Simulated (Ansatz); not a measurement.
**CH₄BrFGe: a ladder of functionals and wavefunction methods**

One table from this session's results is given with a row withheld; the runs are named, their logs left out.

Method: functionals in def2-TZVPP, the program's frozen cores in correlated methods; program: Ansatz 0.2.0, Gaussian basis.

The runs, in order: PBE-D4, r2SCAN-D4, PBE0-D4, B3LYP-D4, ωB97X-V, ωB97M-V, B2PLYP; CCSD(T)/def2-TZVPP; MP2/def2-QZVPP; extrapolation to the limit.

### The relaxed structure

An earlier PBE0-D4 in a triple-zeta def2 set relaxation fixed the geometry.

8 atoms, charge 0, spin multiplicity 1.

Atoms are counted from 1 here; the program's logs count them from 0.

Bond lengths: F1–C2 1.385 Å, C2–Ge3 1.971 Å, C2–H5 1.093 Å, C2–H6 1.093 Å, Ge3–Br4 2.313 Å, Ge3–H7 1.533 Å, Ge3–H8 1.533 Å. Angles: F1–C2–Ge3 109.5°, F1–C2–H5 108.9°, F1–C2–H6 108.9°, Ge3–C2–H5 110.2°, Ge3–C2–H6 110.2°, H5–C2–H6 109.0°, C2–Ge3–Br4 104.9°, C2–Ge3–H7 112.1°, C2–Ge3–H8 112.1°, Br4–Ge3–H7 107.6°, Br4–Ge3–H8 107.6°, H7–Ge3–H8 112.0°.

Set-up of the first run:

in.yaml reads:

```yaml
crystal:
  periodic: [false, false, false]
  atoms:
    - {symbol: F, position_ang: [-1.051637, 1.627734, 0.642493]}
    - {symbol: C, position_ang: [0.050728, 0.790845, 0.682781]}
    - {symbol: Ge, position_ang: [-0.163616, -0.642483, -0.652403]}
    - {symbol: Br, position_ang: [1.744677, -1.934952, -0.451979]}
    - {symbol: H, position_ang: [0.135518, 0.363747, 1.684995]}
    - {symbol: H, position_ang: [0.948340, 1.375839, 0.468044]}
    - {symbol: H, position_ang: [-0.205162, -0.096153, -2.084067]}
    - {symbol: H, position_ang: [-1.366749, -1.541575, -0.345864]}
basis:
  gaussian: {orbitals: def2-TZVPP}
hamiltonian: {xc: pbe, dispersion: d4}
output: {forces: true, orbitals: {seedname: orbitals}}
```

On the command line:

```console
$ ansatz run in.yaml --threads 4 --pin off --events-out ev --progress --plain --max-ram 10444MiB
```

Among the steps run: PBE-D4 (GGA); r2SCAN-D4 (meta-GGA); PBE0-D4 (hybrid); B3LYP-D4 (hybrid); ωB97X-V (range-separated); ωB97M-V (range-separated); B2PLYP (double hybrid); CCSD(T) in def2-TZVPP; MP2 in def2-QZVPP.

One of the session's tables, all rows but one given; the rest of the session is left out.

It belongs to the step «Atomisation energies». 

```
            method  atomisation energy (kJ/mol)
            PBE-D4                       2538.2
         r2SCAN-D4                       2514.5
           PBE0-D4                       2496.3
          B3LYP-D4                       2484.2
           ωB97X-V                       2515.3
           ωB97M-V                            ?
            B2PLYP                       2466.5
     HF/def2-TZVPP                       1806.9
    MP2/def2-TZVPP                       2489.3
   CCSD/def2-TZVPP                       2417.8
CCSD(T)/def2-TZVPP                       2455.9
           MP2/CBS                       2549.1
       CCSD(T)/CBS                       2515.7
```

Q: Estimate the row for ωB97M-V from the others.

**Answer.** atomisation energy (kJ/mol): 2491.8. In the column «atomisation energy (kJ/mol)» it lies between MP2/def2-TZVPP (2489.3) and PBE0-D4 (2496.3).
